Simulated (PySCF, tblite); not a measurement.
# C6H12BFO2: geometry, infrared bands and NMR shifts

Aim: predict the infrared bands and NMR shifts of C6H12BFO2 (`BO[C@@]1(C)CC[C@H](CF)O1`).

Programs: tblite 0.8.0 and PySCF 2.14.0, with density-fitted response routines of our own. Each step states its level of theory. These are calculated values for one molecule in the gas phase, unless marked as measured. Atoms are numbered from 0 throughout.

## 1. Starting geometry

22 atoms, charge 0, multiplicity 1; geometry from: force field or distance geometry start.

Bonds of the start (Å): B0–O1 1.42, O1–C2 1.34, C2–C3 1.51, C2–C4 1.51, C4–C5 1.54, C5–C6 1.51, C6–C7 1.50, C7–F8 1.38, C6–O9 1.37, O9–C2 1.41, B0–H10 1.18, B0–H11 1.19, C3–H12 1.12, C3–H13 1.11, C3–H14 1.11, C4–H15 1.10, C4–H16 1.09, C5–H17 1.10, C5–H18 1.10, C6–H19 1.11, C7–H20 1.11, C7–H21 1.12.

## 2. Optimising the geometry with GFN2-xTB

Job settings and geometry (Å):

```
{"job": {"kind": "relax", "xc": "GFN2-xTB", "basis": "xTB"}, "charge": 0, "multiplicity": 1}
B      2.314700     0.219700    -1.648500
O      2.179200    -0.148200    -0.286000
C      0.996600    -0.051400     0.343400
C      1.159500    -0.507400     1.774600
C      0.302900     1.288500     0.337600
C     -1.152200     0.788100     0.440300
C     -1.041800    -0.291800    -0.616500
C     -2.276800    -1.144200    -0.611500
F     -3.327400    -0.296600    -0.893400
O      0.090600    -0.961800    -0.230400
H      2.150900     1.290300    -2.119800
H      2.925800    -0.526200    -2.342800
H      0.951500    -1.609500     1.801400
H      0.426700    -0.033500     2.454000
H      2.208700    -0.376500     2.108700
H      0.305000     1.789500    -0.646600
H      0.525900     1.949700     1.172200
H     -1.856100     1.565000     0.119100
H     -1.345600     0.372400     1.443900
H     -0.865400     0.216800    -1.586300
H     -2.217900    -1.915300    -1.407700
H     -2.465200    -1.598200     0.393600
```

Command:

```sh
> OMP_NUM_THREADS=1 python probes_run.py task.json out
```

This one command runs all jobs of the session in turn.

**Question.** This job is followed by: GFN2-xTB harmonic vibrations, gas phase; GIAO PBE0/pcSseg-1 NMR shielding, non-relativistic, gas phase. Predict these results of the whole session: strongest single infrared mode (GFN2-xTB); zero-point energy (GFN2-xTB); 13C shifts against TMS (PBE0/pcSseg-1); 1H shifts against TMS (PBE0/pcSseg-1, means over atoms taken as alike); 11B shifts against BF3·OEt2 (PBE0/pcSseg-1); 17O shifts against H2O (PBE0/pcSseg-1); 19F shifts against CFCl3 (PBE0/pcSseg-1).

As calculated:

```
                                                              quantity                                                     value
                             strongest single infrared mode (GFN2-xTB)                                     1320 cm⁻¹, 264 km/mol
                                          zero-point energy (GFN2-xTB)                                            110.7 kcal/mol
                                13C shifts against TMS (PBE0/pcSseg-1)                   113.4, 89.5, 80.5, 44.7, 35.6, 32.6 ppm
1H shifts against TMS (PBE0/pcSseg-1, means over atoms taken as alike)  5.31, 5.16, 4.47, 4.26, 2.62, 2.38, 2.25, 1.62, 1.55 ppm
                           11B shifts against BF3·OEt2 (PBE0/pcSseg-1)                                                  43.7 ppm
                                17O shifts against H2O (PBE0/pcSseg-1)                                          286.1, 130.4 ppm
                              19F shifts against CFCl3 (PBE0/pcSseg-1)                                                -262.3 ppm
```

**Reading.** Relaxing lowered the energy by 1.313 eV in 197 steps; the close pair that moved most is B0–O1, from 1.418 to 1.327 Å. No mode is imaginary among the 60: a minimum at this level. The strongest single mode, at 1320 cm⁻¹, moves mainly B0 and O1. Unscaled tight-binding wavenumbers are off by several per cent, some by more. Its intensities can rank the bands wrongly. At PBE0/pcSseg-1: The largest span, 355 ppm, is at O1, where the paramagnetic term is -347 ppm.
